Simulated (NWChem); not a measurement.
# CH6GeSi (SMILES [CH2]1[SiH2][GeH2]1) at 4 levels

Wanted: a comparison of 4 runs (HF/STO-3G, HF/3-21G, B3LYP/6-31G*) of CH6GeSi. 

The results are computed with NWChem 7.3.0.

## 1. The system as given

CH6GeSi has 9 atoms, charge 0, and is taken as a singlet. SMILES: `[CH2]1[SiH2][GeH2]1`. The coordinates come from a PBE0-D4/def2-TZVP relaxation.

Bond lengths: C1–Si2 1.880 Å, C1–Ge3 2.007 Å, Si2–Ge3 2.297 Å, C1–H4 1.087 Å, C1–H5 1.087 Å, Si2–H6 1.482 Å, Si2–H7 1.482 Å, Ge3–H8 1.529 Å, Ge3–H9 1.529 Å. Some angles: C1–Si2–Ge3 56.4°, Si2–C1–Ge3 72.4°, C1–Ge3–Si2 51.3°, C1–Si2–H6 117.1°, C1–Si2–H7 117.1°, Ge3–Si2–H6 121.0°, Ge3–Si2–H7 120.9°, Si2–C1–H4 117.9°, Si2–C1–H5 117.9°, Ge3–C1–H4 115.8°.

## 2. Energy and gradient at HF/STO-3G (run 1)

Input file ch6gesi.nw:

```
start ch6gesi
title "CH6GeSi"
memory 2200 mb
charge 0

geometry noautosym nocenter noautoz
   C     -0.726700     0.082100    -0.693700
   Si     0.887500     0.879500    -0.151400
   Ge    -0.040700    -0.948100     0.885700
   H     -1.647500     0.636600    -0.532900
   H     -0.737600    -0.453300    -1.639500
   H      0.802100     2.227300     0.458900
   H      2.050400     0.731400    -1.058000
   H      0.399400    -2.377500     0.568600
   H     -0.898400    -0.824300     2.145300
end

basis spherical bse
   C library STO-3G
   Si library STO-3G
   Ge library STO-3G
   H library STO-3G
end

scf
   thresh 1e-08
   maxiter 80
end

task scf gradient
```

On the command line:

```bash
$ nwchem ch6gesi.nw > ch6gesi.out
```

The log of the run:

```text
[...]
  functions       =    38
[...]
  wavefunction    = RHF
[...]
         Total SCF energy =  -2378.213791339123
      One-electron energy =  -3844.664497021089
      Two-electron energy =   1211.114584539539
 Nuclear repulsion energy =    255.336121142427
        Time for solution =      2.3s
[...]
                         RHF ENERGY GRADIENTS
    atom               coordinates                        gradient
                 x          y          z           x          y          z
   1 C      -1.373264   0.155147  -1.310903   -0.011811   0.014375  -0.023817
   2 Si      1.677132   1.662014  -0.286105   -0.000322   0.007581  -0.007736
   3 Ge     -0.076912  -1.791649   1.673730    0.007200  -0.007772   0.013564
   4 H      -3.113324   1.203000  -1.007035   -0.006166   0.002683   0.004320
   5 H      -1.393862  -0.856613  -3.098206    0.001308  -0.006289  -0.004818
   6 H       1.515749   4.208987   0.867195   -0.002169   0.027879   0.013289
   7 H       3.874694   1.382146  -1.999330    0.024259  -0.003818  -0.018820
   8 H       0.754757  -4.492824   1.074498    0.011658  -0.038621  -0.009621
   9 H      -1.697730  -1.557701   4.054029   -0.023957   0.003983   0.033639
[...]
```

Wall time 4.2 s (1 thread of Intel Xeon 6975P-C (Granite Rapids), shared host); peak memory 0.097 GiB.

## 3. Energy and gradient at HF/3-21G (run 2)

Input file ch6gesi.xyz:

```xyz
9

C     -0.726700     0.082100    -0.693700
Si     0.887500     0.879500    -0.151400
Ge    -0.040700    -0.948100     0.885700
H     -1.647500     0.636600    -0.532900
H     -0.737600    -0.453300    -1.639500
H      0.802100     2.227300     0.458900
H      2.050400     0.731400    -1.058000
H      0.399400    -2.377500     0.568600
H     -0.898400    -0.824300     2.145300
```

Input file run.py:

```python
from ase.io import read
from ase.calculators.nwchem import NWChem

molecule = read('ch6gesi.xyz')

calc = NWChem(
    label='ch6gesi',
    theory='scf',
    memory='2200 mb',
    basis='3-21G',
    basispar='spherical bse',
    scf={'nopen': '0', 'rhf': None, 'thresh': '1e-08', 'maxiter': '80'},
)
molecule.calc = calc

forces = molecule.get_forces()
e = molecule.get_potential_energy()
print(f"E = {e:.6f} eV")
print("forces (eV/A):")
for s, f in zip(molecule.symbols, forces):
    print(f"{s:2s} {f[0]:10.5f} {f[1]:10.5f} {f[2]:10.5f}")
print("dipole (e A):", molecule.get_dipole_moment().round(4))
```

On the command line:

```bash
$ export ASE_NWCHEM_COMMAND="nwchem PREFIX.nwi > PREFIX.nwo"
$ python run.py
```

The log of the run:

```text
E = -65138.978493 eV
forces (eV/A):
C    -0.84594   -0.53757   -0.16928
Si    1.01291    0.97363   -0.12480
Ge   -0.57973   -0.55572    0.07184
H     0.28236   -0.12367   -0.11246
H    -0.00735    0.22446    0.24204
H    -0.00550   -0.02314   -0.00314
H    -0.01825   -0.00694    0.01219
H     0.05086    0.05980    0.07806
H     0.11066   -0.01085    0.00561
dipole (e A): [-0.0123 -0.009  -0.0011]
```

The calculator wrote ch6gesi.nwi:

```
title "ch6gesi"

permanent_dir ch6gesi

scratch_dir ch6gesi

start ch6gesi

geometry units angstrom nocenter noautosym noautoz
  C  -7.2670000000000001e-01 8.2100000000000006e-02 -6.9369999999999998e-01
  Si 8.8749999999999996e-01 8.7949999999999995e-01 -1.5140000000000001e-01
  Ge -4.0700000000000000e-02 -9.4810000000000005e-01 8.8570000000000004e-01
  H  -1.6475000000000000e+00 6.3660000000000005e-01 -5.3290000000000004e-01
  H  -7.3760000000000003e-01 -4.5329999999999998e-01 -1.6395000000000000e+00
  H  8.0210000000000004e-01 2.2273000000000001e+00 4.5889999999999997e-01
  H  2.0503999999999998e+00 7.3140000000000005e-01 -1.0580000000000001e+00
  H  3.9939999999999998e-01 -2.3774999999999999e+00 5.6859999999999999e-01
  H  -8.9839999999999998e-01 -8.2430000000000003e-01 2.1453000000000002e+00
end

memory 2200 mb

basis spherical bse noprint
   * library 3-21G
end

scf
  nopen 0
  rhf
  thresh 1e-08
  maxiter 80
end

task scf gradient
```

ch6gesi.nwo:

```text
Northwest Computational Chemistry Package (NWChem) 7.3.0
             --------------------------------------------------------

           Job information
           ---------------

    nwchem branch   = 7.3.0
    use scalapack   = T
    input           = ch6gesi.nwi
    prefix          = ch6gesi.
    data base       = ch6gesi/ch6gesi.db
    status          = startup
    nproc           =        1

           Memory information
           ------------------

    heap     =     72089596 doubles =      550.0 Mbytes
    stack    =     72089601 doubles =      550.0 Mbytes
    global   =    144179200 doubles =     1100.0 Mbytes (distinct from heap & stack)
    total    =    288358397 doubles =     2200.0 Mbytes
    verify   = yes
    hardfail = no

[... 142 lines left out ...]
 Convergence threshold     :          1.000E-08
[... 12 lines left out ...]
       Final RHF  results
[... 3 lines left out ...]
      One-electron energy =  -3846.677243398002
[... 1 line left out ...]
 Nuclear repulsion energy =    255.336121142427
[... 47 lines left out ...]
                       ROHF Final Molecular Orbital Analysis
[... 223 lines left out ...]
                         RHF ENERGY GRADIENTS

    atom               coordinates                        gradient
                 x          y          z           x          y          z
   1 C      -1.373264   0.155147  -1.310903    0.016451   0.010454   0.003292
   2 Si      1.677132   1.662014  -0.286105   -0.019698  -0.018934   0.002427
   3 Ge     -0.076912  -1.791649   1.673730    0.011274   0.010807  -0.001397
[... 5 lines of this table left out ...]
   9 H      -1.697730  -1.557701   4.054029   -0.002152   0.000211  -0.000109

                 ----------------------------------------
                 |  Time  |  1-e(secs)   |  2-e(secs)   |
                 ----------------------------------------
                 |  CPU   |       0.00   |       1.04   |
                 ----------------------------------------
                 |  WALL  |       0.00   |       1.04   |
                 ----------------------------------------

 Task  times  cpu:        3.8s     wall:        3.8s
 Total times  cpu:        3.8s     wall:        3.8s
```

Run time: 4.8 s. Hardware: 1 thread of Intel Xeon 6975P-C (Granite Rapids), shared host; peak memory 0.097 GiB.

Run 3 isn't shown in full; the table further down has it.

## 4. Energy and forces at B3LYP/6-31G(d) (Cartesian functions) (run 4)

Input file job.xyz:

```xyz
9

C     -0.726700     0.082100    -0.693700
Si     0.887500     0.879500    -0.151400
Ge    -0.040700    -0.948100     0.885700
H     -1.647500     0.636600    -0.532900
H     -0.737600    -0.453300    -1.639500
H      0.802100     2.227300     0.458900
H      2.050400     0.731400    -1.058000
H      0.399400    -2.377500     0.568600
H     -0.898400    -0.824300     2.145300
```

Input file job.nw:

```
start job
memory total 2200 mb

geometry noautosym nocenter noautoz
load job.xyz
end

basis
C library 6-31G*
Si library 6-31G*
Ge library 6-31G*
H library 6-31G*
end

dft
xc b3lyp
grid xfine
convergence energy 1e-08
iterations 100
mulliken
end

task dft gradient
```

On the command line:

```bash
$ nwchem job.nw > job.out
```

The log of the run:

```text
[...]
          Wavefunction type:  closed shell.
          No. of atoms     :     9
          No. of electrons :    58
[...]
          Charge           :     0
          Spin multiplicity:     1
[...]
          AO basis - number of functions:    81
[...]
              XC Information
              --------------
                         B3LYP Method XC Potential
                     Hartree-Fock (Exact) Exchange  0.200
                        Slater Exchange Functional  0.800 local
                    Becke 1988 Exchange Functional  0.720 non-local
              Lee-Yang-Parr Correlation Functional  0.810
                  VWN I RPA Correlation Functional  0.190 local
[...]
 d= 0,ls=0.0,diis     1  -2407.8903740562 -2.66D+03  1.06D-02  1.08D+00     3.7
[...]
 d= 0,ls=0.0,diis    10  -2407.9276036475 -5.98D-10  1.85D-07  7.58D-11    31.6
         Total DFT energy =    -2407.927603647472
      One electron energy =    -3858.980957729215
           Coulomb energy =     1303.341680875761
    Exchange-Corr. energy =     -107.624447936444
 Nuclear repulsion energy =      255.336121142427
[...]
  wavefunction    = closed shell
                         DFT ENERGY GRADIENTS
    atom               coordinates                        gradient
                 x          y          z           x          y          z
   1 C      -1.373264   0.155147  -1.310903    0.004375  -0.000419   0.004069
   2 Si      1.677132   1.662014  -0.286105   -0.006386  -0.006007   0.000648
   3 Ge     -0.076912  -1.791649   1.673730   -0.000159   0.004680  -0.004773
   4 H      -3.113324   1.203000  -1.007035    0.002009  -0.000868  -0.000084
   5 H      -1.393862  -0.856613  -3.098206    0.000397   0.001044   0.001841
   6 H       1.515749   4.208987   0.867195   -0.000312  -0.000882  -0.000125
   7 H       3.874694   1.382146  -1.999330   -0.000780  -0.000339   0.000446
   8 H       0.754757  -4.492824   1.074498   -0.000787   0.002856   0.000466
   9 H      -1.697730  -1.557701   4.054029    0.001643  -0.000067  -0.002488
[...]
```

It took 43 s on 1 thread of Intel Xeon 6975P-C (Granite Rapids), shared host; peak memory 0.15 GiB.

## 5. All runs side by side

```tsv
run	level	iteration cap	module	energy (Eh)	dipole moment (D)	HOMO energy (eV)	LUMO energy (eV)	wall time
1	HF/STO-3G	80	scf	-2378.213791	0.91	-6.33	8.59	4.2 s
2	HF/3-21G	80	scf	-2393.813326	0.07	-8.80	3.00	4.8 s
3	B3LYP/6-31G* (spherical functions)	100	dft	-2407.920064	0.48	-6.26	-0.27	36 s
4	B3LYP/6-31G* (Cartesian functions)	100	dft	-2407.927604	0.47	-6.27	-0.28	43 s
```

## 6. What came out

| quantity | value |
| --- | --- |
| run 4: total energy | -2407.92760 Eh |
| run 4: dipole moment | 0.47 D |
| run 4: HOMO energy | -6.27 eV |
| run 4: LUMO energy | -0.28 eV |
| run 4: HOMO–LUMO gap | 5.98 eV |
| run 4: largest force on an atom | 0.452 eV/Å |

What this shows: The dipole moment (its size) runs from 0.07 D (HF/3-21G) to 0.91 D (HF/STO-3G). The two dipoles point in opposite directions. The HOMO–LUMO gap runs from 5.98 eV (B3LYP/6-31G*) to 14.93 eV (HF/STO-3G). The two ends differ in method and basis. In run 1 the basis is minimal, so the values are rough. All runs together took 88 s, the longest 43 s.
